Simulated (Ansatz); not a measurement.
# GeH₄OSi, SMILES [O]1[SiH2][GeH2]1: a ladder of basis sets

With Ansatz 0.2.0 through its Python package.

Notebook, run cell by cell (the value of a cell's last expression is shown):

**Cell 1**
```python
import ansatz as az
```

**Cell 2**
```python
geh4osi = (
    az.Crystal.molecule()
    .atom("O", (-0.7363, -0.5624, 0.7414))
    .atom("Si", (-0.6646, -0.2419, -0.9486))
    .atom("Ge", (0.7702, 0.3385, 0.7251))
    .atom("H", (-0.2958, -1.4779, -1.6698))
    .atom("H", (-1.6029, 0.7963, -1.3946))
    .atom("H", (0.6361, 1.7447, 1.399))
    .atom("H", (1.9545, -0.6654, 1.1018))
)
```

**Cell 3**
```python
job = geh4osi.calculation().functional("pbe0")
```

**Cell 4**
```python
energies = {}
for basis in ["cc-pVDZ", "cc-pVTZ"]:
    r = job.basis(gaussian=basis).run(threads=1, backend="cpu").report
    size = r["n_frozen"] + r["n_occupied"][0] + r["n_virtual"][0]
    energies[basis] = (r["reference_energy_ev"] / 27.211386246, r["free_energy_ev"] / 27.211386246)
    print(f"{basis:14s} {size:4d} orbitals  reference {energies[basis][0]:14.6f} Ha  total {energies[basis][1]:14.6f} Ha")
```
Output:
```text
cc-pVDZ          79 orbitals  reference   -2443.599128 Ha  total   -2443.599128 Ha
cc-pVTZ         163 orbitals  reference   -2443.721387 Ha  total   -2443.721387 Ha
```

**Cell 5**
```python
last = energies["cc-pVTZ"][1]
for basis, (_, total) in energies.items():
    print(f"{basis:14s} lies {27.211386 * (total - last):9.4f} eV above cc-pVTZ")
```
Output:
```text
cc-pVDZ        lies    3.3268 eV above cc-pVTZ
cc-pVTZ        lies    0.0000 eV above cc-pVTZ
```

Against cc-pVDZ: cc-pVTZ -122.3 mHa. The last step alone is -122.26 mHa. From the first set to the last the time grows from 3.6 to 5.8 s.

The drop along the ladder measures the basis error, and is no property of the molecule. The geometry is a force-field or estimated start, not a minimum of this method, and the last set is no limit. Much of the fall in a total is atomic energy, which cancels in bond and reaction energies. For Al to Cl the sets with a tight d function, cc-pV(X+d)Z, are usual. Run time: 9.9 s on 1 thread of Intel(R) Xeon(R) Platinum 8259CL CPU @ 2.50GHz (Skylake/Cascade Lake), with other jobs on the host, peak memory 0.42 GiB.
